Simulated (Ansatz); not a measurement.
# C2H5BO (SMILES B1CCO1): r2SCAN/def2-SVP

Aim: the electronic atomisation energy of C2H5BO at r2SCAN/def2-SVP, from 5 runs. 

Program for the calculation: Ansatz 0.2.0.

68 further runs of the same task are left out: 68 set aside as unsound or not needed.

**1. The molecule**

C2H5BO has 9 atoms, charge 0, and is taken as a singlet. As SMILES, `B1CCO1`. The shape is that of a PBE0-D4/def2-TZVP optimisation.

Bond lengths: B1–C2 1.580 Å, C2–C3 1.533 Å, B1–O4 1.364 Å, C3–O4 1.455 Å, B1–H5 1.195 Å, C2–H6 1.091 Å, C2–H7 1.091 Å, C3–H8 1.092 Å, C3–H9 1.092 Å. Some angles: B1–C2–C3 80.2°, C2–B1–O4 95.4°, C2–C3–O4 93.7°, B1–O4–C3 90.7°, B1–C2–H6 117.4°, B1–C2–H7 117.4°, C3–C2–H6 115.4°, C3–C2–H7 115.4°, C2–B1–H5 139.9°, O4–B1–H5 124.7°.

**2. A single-point energy at r2SCAN/def2-SVP**

run.yaml

```yaml
basis:
  gaussian:
    orbitals: def2-SVP
crystal:
  periodic: [false, false, false]
  atoms:
    - {symbol: B, position_ang: [-0.402600, 0.301700, -1.082000]}
    - {symbol: C, position_ang: [0.506000, 0.617000, 0.171000]}
    - {symbol: C, position_ang: [-0.098600, -0.719600, 0.617700]}
    - {symbol: O, position_ang: [-0.884800, -0.878500, -0.596200]}
    - {symbol: H, position_ang: [-0.697000, 0.772800, -2.139500]}
    - {symbol: H, position_ang: [0.236300, 1.479000, 0.782200]}
    - {symbol: H, position_ang: [1.586200, 0.614100, 0.021000]}
    - {symbol: H, position_ang: [-0.757600, -0.681300, 1.487200]}
    - {symbol: H, position_ang: [0.600600, -1.551500, 0.721500]}
hamiltonian:
  xc: r2scan
accuracy: high
output:
  orbitals: {seedname: orbitals}
```

Command:

```console
$ ansatz run run.yaml --threads 1 --pin off --max-ram 3480MiB --events-out events.jsonl --progress --plain --runs-dir runs
```

The log of the run:

```text
Warning: RAYON_NUM_THREADS=1 ignored (pool sized by the plan → 1); use --threads N
Functional definition: r2SCAN
  name "r2SCAN"
  parameter k0 = 0.174
  parameter k1 = 0.065
  parameter a1 = 4.9479
  exchange = r2scan_x(k0 = k0, k1 = k1, a1 = a1)
  correlation = r2scan_c
1978 factors; integrals over basis functions are off by at most 3.5e-9 eV
mean field evaluation 1: about -4866.4830 eV, gradient 5.0e1 eV
mean field evaluation 2: about -4859.8692 eV, gradient 7.5e1 eV
mean field evaluation 4: about -4872.3959 eV, gradient 4.3e0 eV
mean field evaluation 8: about -4872.4387 eV, gradient 3.5e-1 eV
mean field evaluation 16: about -4872.4390 eV, gradient 1.2e-5 eV
mean field -4872.43897072 eV, -179.0588295161 hartree, gradient 6.3e-8 eV, S^2 0.000000; 0 other end points of the search recorded, 0 dependent functions left out
reference -4872.43897144 eV, -179.0588295425 hartree; 15, 15 occupied and 66, 66 virtual orbitals, 1978 factors
Total energy: -4872.43897144 eV, -179.0588295425 hartree
```

Wall time 8.4 s (1 thread of Arm Neoverse V2, shared host); peak memory 0.26 GiB.

**3. The B atom at the same level**

molecule.yaml

```yaml
crystal:
  periodic: [false, false, false]
  atoms:
    - symbol: B
      position_ang: [0.000000, 0.000000, 0.000000]
basis:
  gaussian:
    orbitals: def2-SVP
magnetization:
  spin_polarized: true
  initial_magnetization: 1
accuracy: high
hamiltonian:
  xc: r2scan
```

Command:

```console
$ ansatz run molecule.yaml --threads 1 --pin off --max-ram 3480MiB --events-out events.jsonl --progress --plain --runs-dir runs
```

The log of the run:

```text
Warning: RAYON_NUM_THREADS=1 ignored (pool sized by the plan → 1); use --threads N
Functional definition: r2SCAN
  name "r2SCAN"
  parameter k0 = 0.174
  parameter k1 = 0.065
  parameter a1 = 4.9479
  exchange = r2scan_x(k0 = k0, k1 = k1, a1 = a1)
  correlation = r2scan_c
92 factors; integrals over basis functions are off by at most 2.8e-9 eV
mean field evaluation 1: about -669.5219 eV, gradient 2.9e0 eV
mean field evaluation 2: about -669.5880 eV, gradient 5.7e-1 eV
mean field evaluation 4: about -669.5897 eV, gradient 1.5e-1 eV
mean field evaluation 8: about -669.5900 eV, gradient 2.4e-5 eV
mean field evaluation 16: about -669.5899 eV, gradient 1.0e-1 eV
mean field evaluation 32: about -669.5900 eV, gradient 6.2e-4 eV
mean field -669.58996684 eV, -24.6069774168 hartree, gradient 3.1e-8 eV, S^2 0.754357; 2 other end points of the search recorded, 0 dependent functions left out
reference -669.58996884 eV, -24.6069774906 hartree; 3, 2 occupied and 11, 12 virtual orbitals, 92 factors
Total energy: -669.58996884 eV, -24.6069774906 hartree
```

Wall time 1.1 s (1 thread of Arm Neoverse V2, shared host); peak memory 0.096 GiB.

**4. The C atom**

in.yaml

```yaml
crystal:
  periodic: [false, false, false]
  atoms:
    - {symbol: C, position_ang: [0.000000, 0.000000, 0.000000]}
basis:
  gaussian:
    orbitals: def2-SVP
magnetization:
  spin_polarized: true
  initial_magnetization: 2
hamiltonian:
  xc: {name: r2SCAN}
accuracy: high
```

Run the same way, it converges to -37.78739 Eh (log not shown).

**5. The H atom at the same level**

input.yaml

```yaml
crystal:
  periodic: [false, false, false]
  atoms:
    - {symbol: H, position_ang: [0.000000, 0.000000, 0.000000]}
basis:
  gaussian: {orbitals: def2-SVP}
magnetization: {spin_polarized: true, initial_magnetization: 1}
hamiltonian: {xc: {name: r2SCAN}}
accuracy: high
```

Run the same way, it converges to -0.49921 Eh (log not shown).

**6. The O atom at the same level**

molecule.yaml

```yaml
crystal:
  periodic: [false, false, false]
  atoms:
    - {symbol: O, position_ang: [0.000000, 0.000000, 0.000000]}
basis:
  gaussian:
    orbitals: def2-SVP
magnetization:
  spin_polarized: true
  initial_magnetization: 2
hamiltonian:
  xc: r2scan
accuracy: high
```

Run the same way, it converges to -74.96359 Eh (log not shown).

**7. Summary of results**

Level: r2SCAN/def2-SVP.

| quantity | value |
| --- | --- |
| molecule: total energy | -179.05883 Eh |
| molecule: HOMO energy | -7.15 eV |
| molecule: LUMO energy | -0.58 eV |
| molecule: HOMO–LUMO gap | 6.58 eV |
| B atom: total energy | -24.60698 Eh |
| B atom: ⟨S²⟩ | 0.754 |
| C atom: total energy | -37.78739 Eh |
| C atom: ⟨S²⟩ | 2.005 |
| H atom: total energy | -0.49921 Eh |
| H atom: ⟨S²⟩ | 0.750 |
| O atom: total energy | -74.96359 Eh |
| O atom: ⟨S²⟩ | 2.003 |
| electronic atomisation energy | 38.571 eV |

In words: Taking the molecule apart into free atoms costs 38.57 eV (3721 kJ/mol), before zero-point energy and without spin-orbit coupling.
